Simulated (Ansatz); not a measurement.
# C2H7GaSi: the cost of one run

Method: RKS LDA/def2-mTZVP, in Ansatz 0.2.0.

## Step 1: The starting structure

Bond lengths: Si1–C2 1.823 Å, C2–C3 1.488 Å, C2–Ga4 1.495 Å, C3–Ga4 1.984 Å, Si1–H5 1.483 Å, Si1–H6 1.462 Å, Si1–H7 1.501 Å, C2–H8 1.112 Å, C3–H9 1.168 Å, C3–H10 1.121 Å, Ga4–H11 1.429 Å. Angles (14 of 21 angles, heavy atoms first): Si1–C2–C3 109.8°, Si1–C2–Ga4 150.7°, C3–C2–Ga4 83.4°, C2–C3–Ga4 48.5°, C2–Ga4–C3 48.2°, Si1–C2–H8 110.3°, C3–C2–H8 107.7°, Ga4–C2–H8 88.9°, C2–Si1–H5 111.4°, C2–Si1–H6 113.3°, C2–Si1–H7 109.5°, C2–C3–H9 111.8°, C2–C3–H10 113.4°, Ga4–C3–H9 102.7°.

As a file:

```xyz
11

Si   -0.6109    1.2219    0.0907
C    -0.1066   -0.4516   -0.4278
C     1.2877   -0.7193    0.0168
Ga   -0.2360   -1.9381   -0.3409
H     0.2168    2.2635   -0.5637
H    -0.5863    1.4100    1.5407
H    -2.0185    1.4826   -0.3592
H    -0.1295   -0.5350   -1.5365
H     1.3726   -0.7501    1.1811
H     2.0217    0.0533   -0.3312
H    -1.1457   -2.0944    0.7504
```

## Step 2: End point A

input.yaml reads:

```yaml
crystal:
  periodic: [false, false, false]
  atoms:
    - { symbol: Si, position_ang: [-0.6109, 1.2219, 0.0907] }
    - { symbol: C, position_ang: [-0.1066, -0.4516, -0.4278] }
    - { symbol: C, position_ang: [1.2877, -0.7193, 0.0168] }
    - { symbol: Ga, position_ang: [-0.236, -1.9381, -0.3409] }
    - { symbol: H, position_ang: [0.2168, 2.2635, -0.5637] }
    - { symbol: H, position_ang: [-0.5863, 1.41, 1.5407] }
    - { symbol: H, position_ang: [-2.0185, 1.4826, -0.3592] }
    - { symbol: H, position_ang: [-0.1295, -0.535, -1.5365] }
    - { symbol: H, position_ang: [1.3726, -0.7501, 1.1811] }
    - { symbol: H, position_ang: [2.0217, 0.0533, -0.3312] }
    - { symbol: H, position_ang: [-1.1457, -2.0944, 0.7504] }
basis:
  gaussian: { orbitals: def2-mTZVP }
hamiltonian:
  xc: lda
relax:
  f_tol: 0.015
  max_steps: 40
```

Run with:

```console
ansatz run input.yaml --threads 2 --pin off --max-ram 3072MiB --backend cpu --events-out ev --progress --plain --runs-dir out
```

Q: Estimate wall time and peak memory on 2 threads of AMD EPYC 9R14 (Zen 4), shared host.

About 33 s, with a peak of 0.18 GiB.
